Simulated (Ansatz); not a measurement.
Molecular dynamics of Be

input.yaml

```yaml
accuracy: low
crystal:
  lattice:
    - [6.87, 0.0, 0.0]
    - [-3.435, 5.949595, 0.0]
    - [0.0, 0.0, 7.17686]
  atoms:
    - { symbol: Be, position: [0.07490875, 0.00300302, -0.00728817] }
    - { symbol: Be, position: [0.10147956, 0.19618306, 0.26241646] }
    - { symbol: Be, position: [-0.04227009, -0.02415132, 0.5106739] }
    - { symbol: Be, position: [0.14099645, 0.24314672, 0.78626846] }
    - { symbol: Be, position: [0.05458337, 0.37360483, -0.02297251] }
    - { symbol: Be, position: [0.13772509, 0.52501634, 0.23173662] }
    - { symbol: Be, position: [0.03494091, 0.36219482, 0.50869348] }
    - { symbol: Be, position: [0.13999276, 0.60947912, 0.74193979] }
    - { symbol: Be, position: [0.02749908, 0.69235961, 0.07086023] }
    - { symbol: Be, position: [0.12111877, 0.91321359, 0.23938358] }
    - { symbol: Be, position: [-0.01259814, 0.64054347, 0.47929352] }
    - { symbol: Be, position: [0.12746441, 0.93718586, 0.75669134] }
    - { symbol: Be, position: [0.38965516, 0.02496501, -0.00437916] }
    - { symbol: Be, position: [0.49433628, 0.21364469, 0.21138946] }
    - { symbol: Be, position: [0.28778431, -0.06423598, 0.55743736] }
    - { symbol: Be, position: [0.45449075, 0.20124745, 0.73501551] }
    - { symbol: Be, position: [0.36919826, 0.36702875, 0.01719327] }
    - { symbol: Be, position: [0.41665991, 0.51472155, 0.22308055] }
    - { symbol: Be, position: [0.2948929, 0.26259805, 0.53307038] }
    - { symbol: Be, position: [0.43121116, 0.58438419, 0.77057578] }
    - { symbol: Be, position: [0.39950964, 0.67638738, 0.00469143] }
    - { symbol: Be, position: [0.43389504, 0.89904292, 0.26294198] }
    - { symbol: Be, position: [0.34668426, 0.68078383, 0.49909881] }
    - { symbol: Be, position: [0.46263726, 0.87486159, 0.77764971] }
    - { symbol: Be, position: [0.67882959, -0.00942307, 0.02137953] }
    - { symbol: Be, position: [0.83535003, 0.2674324, 0.21312502] }
    - { symbol: Be, position: [0.68195756, -0.06029033, 0.53281465] }
    - { symbol: Be, position: [0.75731791, 0.20411856, 0.72026807] }
    - { symbol: Be, position: [0.69430019, 0.34343502, 0.00726884] }
    - { symbol: Be, position: [0.74186013, 0.54794709, 0.24045454] }
    - { symbol: Be, position: [0.67774737, 0.34079717, 0.48513111] }
    - { symbol: Be, position: [0.79807954, 0.57613592, 0.72386805] }
    - { symbol: Be, position: [0.69213664, 0.67964512, -0.01107247] }
    - { symbol: Be, position: [0.76085839, 0.88138255, 0.2953759] }
    - { symbol: Be, position: [0.64050343, 0.65204435, 0.50166956] }
    - { symbol: Be, position: [0.84751379, 0.94746337, 0.75369032] }
basis:
  ecutwfc: 420.0
kpoints:
  mp_grid: { grid: [2, 2, 2] }
hamiltonian:
  xc: lda
scf:
  occupations: { method: fermi_dirac, width: 0.24 }
  lower_state_search: "off"
md:
  timestep: 1
  n_steps: 89
  ensemble: nvt_langevin
  temperature: 2240.0
  initial_velocities: maxwell_boltzmann
  seed: 42894
  friction: 0.02
  temperature_schedule:
    - { n_steps: 67, end_temperature: 300.0 }
    - { n_steps: 22, end_temperature: 300.0 }
```

Launched with:

```bash
$ ansatz run input.yaml --threads 1 --pin off --max-ram 3072MiB --backend cpu --events-out ev --progress --plain --runs-dir out
```

It goes on from the last frame of an earlier run, with new velocities.

Output, in part (one step line in 2):

```
md step     0: t =     0.00 fs  T =  2177.8 K (target 2240.0 K)  F+E_penalty+E_count = -3163.98248819 eV  E_kin = 10.133984 eV  (6 SCF iters)
md step     2: t =     2.00 fs  T =  2264.2 K (target 2196.6 K)  F+E_penalty+E_count = -3164.09391355 eV  E_kin = 10.536138 eV  (6 SCF iters)
md step     4: t =     4.00 fs  T =  2387.2 K (target 2138.7 K)  F+E_penalty+E_count = -3164.24009931 eV  E_kin = 11.108291 eV  (6 SCF iters)
md step     6: t =     6.00 fs  T =  2304.0 K (target 2080.7 K)  F+E_penalty+E_count = -3164.25893273 eV  E_kin = 10.721268 eV  (5 SCF iters)
md step     8: t =     8.00 fs  T =  2373.6 K (target 2022.8 K)  F+E_penalty+E_count = -3164.27448926 eV  E_kin = 11.045012 eV  (5 SCF iters)
md step    10: t =    10.00 fs  T =  2447.2 K (target 1964.9 K)  F+E_penalty+E_count = -3164.50226216 eV  E_kin = 11.387529 eV  (6 SCF iters)
md step    12: t =    12.00 fs  T =  2500.0 K (target 1907.0 K)  F+E_penalty+E_count = -3164.72638749 eV  E_kin = 11.633329 eV  (5 SCF iters)
md step    14: t =    14.00 fs  T =  2354.9 K (target 1849.1 K)  F+E_penalty+E_count = -3164.78027466 eV  E_kin = 10.958093 eV  (5 SCF iters)
md step    16: t =    16.00 fs  T =  2329.8 K (target 1791.2 K)  F+E_penalty+E_count = -3164.75954593 eV  E_kin = 10.841382 eV  (5 SCF iters)
md step    18: t =    18.00 fs  T =  2429.9 K (target 1733.3 K)  F+E_penalty+E_count = -3164.59772005 eV  E_kin = 11.307303 eV  (5 SCF iters)
md step    20: t =    20.00 fs  T =  2300.1 K (target 1675.4 K)  F+E_penalty+E_count = -3164.42052582 eV  E_kin = 10.703250 eV  (6 SCF iters)
md step    22: t =    22.00 fs  T =  2396.0 K (target 1617.5 K)  F+E_penalty+E_count = -3164.38170624 eV  E_kin = 11.149567 eV  (5 SCF iters)
md step    24: t =    24.00 fs  T =  2227.5 K (target 1559.6 K)  F+E_penalty+E_count = -3164.21591734 eV  E_kin = 10.365522 eV  (5 SCF iters)
md step    26: t =    26.00 fs  T =  2120.4 K (target 1501.6 K)  F+E_penalty+E_count = -3163.97605664 eV  E_kin = 9.867152 eV  (5 SCF iters)
md step    28: t =    28.00 fs  T =  2016.7 K (target 1443.7 K)  F+E_penalty+E_count = -3163.75381041 eV  E_kin = 9.384604 eV  (5 SCF iters)
md step    30: t =    30.00 fs  T =  1860.0 K (target 1385.8 K)  F+E_penalty+E_count = -3163.65023439 eV  E_kin = 8.655170 eV  (6 SCF iters)
md step    32: t =    32.00 fs  T =  1954.1 K (target 1327.9 K)  F+E_penalty+E_count = -3163.70596744 eV  E_kin = 9.093193 eV  (5 SCF iters)
md step    34: t =    34.00 fs  T =  2118.3 K (target 1270.0 K)  F+E_penalty+E_count = -3163.86514632 eV  E_kin = 9.857157 eV  (5 SCF iters)
md step    36: t =    36.00 fs  T =  2113.3 K (target 1212.1 K)  F+E_penalty+E_count = -3164.04513708 eV  E_kin = 9.833791 eV  (5 SCF iters)
md step    38: t =    38.00 fs  T =  2060.6 K (target 1154.2 K)  F+E_penalty+E_count = -3164.11029426 eV  E_kin = 9.588831 eV  (5 SCF iters)
md step    40: t =    40.00 fs  T =  1943.9 K (target 1096.3 K)  F+E_penalty+E_count = -3164.16454280 eV  E_kin = 9.045848 eV  (6 SCF iters)
md step    42: t =    42.00 fs  T =  1890.3 K (target 1038.4 K)  F+E_penalty+E_count = -3164.17687601 eV  E_kin = 8.796017 eV  (5 SCF iters)
md step    44: t =    44.00 fs  T =  1671.1 K (target 980.4 K)  F+E_penalty+E_count = -3164.17337258 eV  E_kin = 7.776333 eV  (5 SCF iters)
md step    46: t =    46.00 fs  T =  1644.0 K (target 922.5 K)  F+E_penalty+E_count = -3164.32646512 eV  E_kin = 7.649913 eV  (5 SCF iters)
md step    48: t =    48.00 fs  T =  1617.6 K (target 864.6 K)  F+E_penalty+E_count = -3164.60368351 eV  E_kin = 7.527413 eV  (5 SCF iters)
md step    50: t =    50.00 fs  T =  1631.7 K (target 806.7 K)  F+E_penalty+E_count = -3164.82075862 eV  E_kin = 7.593004 eV  (6 SCF iters)
md step    52: t =    52.00 fs  T =  1569.9 K (target 748.8 K)  F+E_penalty+E_count = -3164.92436490 eV  E_kin = 7.305120 eV  (5 SCF iters)
md step    54: t =    54.00 fs  T =  1498.8 K (target 690.9 K)  F+E_penalty+E_count = -3164.93604626 eV  E_kin = 6.974330 eV  (5 SCF iters)
md step    56: t =    56.00 fs  T =  1482.9 K (target 633.0 K)  F+E_penalty+E_count = -3164.90577383 eV  E_kin = 6.900301 eV  (5 SCF iters)
md step    58: t =    58.00 fs  T =  1417.2 K (target 575.1 K)  F+E_penalty+E_count = -3164.87650134 eV  E_kin = 6.594590 eV  (5 SCF iters)
md step    60: t =    60.00 fs  T =  1305.7 K (target 517.2 K)  F+E_penalty+E_count = -3164.90036896 eV  E_kin = 6.075674 eV  (6 SCF iters)
md step    62: t =    62.00 fs  T =  1254.6 K (target 459.3 K)  F+E_penalty+E_count = -3165.02818827 eV  E_kin = 5.838129 eV  (5 SCF iters)
md step    64: t =    64.00 fs  T =  1266.4 K (target 401.3 K)  F+E_penalty+E_count = -3165.31009145 eV  E_kin = 5.893111 eV  (5 SCF iters)
md step    66: t =    66.00 fs  T =  1241.0 K (target 343.4 K)  F+E_penalty+E_count = -3165.73265325 eV  E_kin = 5.774637 eV  (5 SCF iters)
md step    68: t =    68.00 fs  T =  1260.8 K (target 300.0 K)  F+E_penalty+E_count = -3166.28266284 eV  E_kin = 5.866877 eV  (5 SCF iters)
md step    70: t =    70.00 fs  T =  1357.9 K (target 300.0 K)  F+E_penalty+E_count = -3166.95418801 eV  E_kin = 6.318717 eV  (6 SCF iters)
md step    72: t =    72.00 fs  T =  1415.4 K (target 300.0 K)  F+E_penalty+E_count = -3167.62513672 eV  E_kin = 6.586378 eV  (5 SCF iters)
md step    74: t =    74.00 fs  T =  1373.1 K (target 300.0 K)  F+E_penalty+E_count = -3168.20489553 eV  E_kin = 6.389299 eV  (5 SCF iters)
md step    76: t =    76.00 fs  T =  1364.2 K (target 300.0 K)  F+E_penalty+E_count = -3168.67406348 eV  E_kin = 6.348031 eV  (5 SCF iters)
md step    78: t =    78.00 fs  T =  1310.5 K (target 300.0 K)  F+E_penalty+E_count = -3168.99796825 eV  E_kin = 6.098099 eV  (5 SCF iters)
md step    80: t =    80.00 fs  T =  1237.9 K (target 300.0 K)  F+E_penalty+E_count = -3169.24863295 eV  E_kin = 5.760376 eV  (6 SCF iters)
md step    82: t =    82.00 fs  T =  1134.3 K (target 300.0 K)  F+E_penalty+E_count = -3169.46304882 eV  E_kin = 5.278150 eV  (5 SCF iters)
md step    84: t =    84.00 fs  T =  1158.4 K (target 300.0 K)  F+E_penalty+E_count = -3169.64299851 eV  E_kin = 5.390384 eV  (5 SCF iters)
md step    86: t =    86.00 fs  T =  1159.3 K (target 300.0 K)  F+E_penalty+E_count = -3169.79890563 eV  E_kin = 5.394413 eV  (4 SCF iters)
md step    88: t =    88.00 fs  T =  1102.0 K (target 300.0 K)  F+E_penalty+E_count = -3169.95657131 eV  E_kin = 5.128224 eV  (5 SCF iters)
md step    89: t =    89.00 fs  T =  1079.0 K (target 300.0 K)  F+E_penalty+E_count = -3170.05528126 eV  E_kin = 5.020763 eV  (6 SCF iters)
```

The run went to its last step. The schedule's set-point averaged 463 K over the second half and the system 1355 K, so it lags behind the ramp. A run of 0.089 ps of so small a system gives no equilibrium averages. Limits of this set-up: coarse k mesh, low accuracy level.

Mean squared displacements from the first frame to the last, about the centre of mass: Be 0.17 Å².

Last frame:

```xyz
36
Lattice="6.8700 0.0000 0.0000 -3.4350 5.9496 0.0000 0.0000 0.0000 7.1769" Properties=species:S:1:pos:R:3
Be 0.115 -0.011 0.397
Be 0.072 1.543 2.114
Be 0.269 -0.028 3.750
Be 0.228 1.146 5.464
Be -0.884 2.016 0.166
Be -1.213 3.264 1.943
Be -0.996 1.806 3.934
Be -1.092 3.127 5.524
Be -2.090 3.826 0.172
Be -2.062 5.245 1.947
Be -2.566 4.024 3.832
Be -1.990 5.122 5.420
Be 2.498 -0.124 0.003
Be 2.078 1.034 1.955
Be 2.425 -0.059 3.488
Be 2.710 1.104 5.446
Be 1.452 1.972 0.131
Be 1.297 3.171 1.979
Be 1.277 1.857 3.733
Be 1.343 3.136 5.519
Be 0.143 3.781 0.082
Be -0.021 5.117 1.816
Be 0.118 3.533 3.742
Be 0.209 5.135 5.489
Be 4.668 -0.160 -0.106
Be 4.779 1.166 1.701
Be 4.894 -0.006 3.684
Be 4.851 1.121 5.412
Be 3.665 1.930 -0.026
Be 3.483 2.910 1.942
Be 3.592 1.746 3.776
Be 3.595 3.049 5.493
Be 2.145 3.953 0.282
Be 2.594 5.190 1.950
Be 2.277 3.667 3.804
Be 2.623 5.111 5.761
```

The run took 9.6 min on 1 thread of Arm Neoverse V2, on a shared host, peak memory 0.6 GiB.
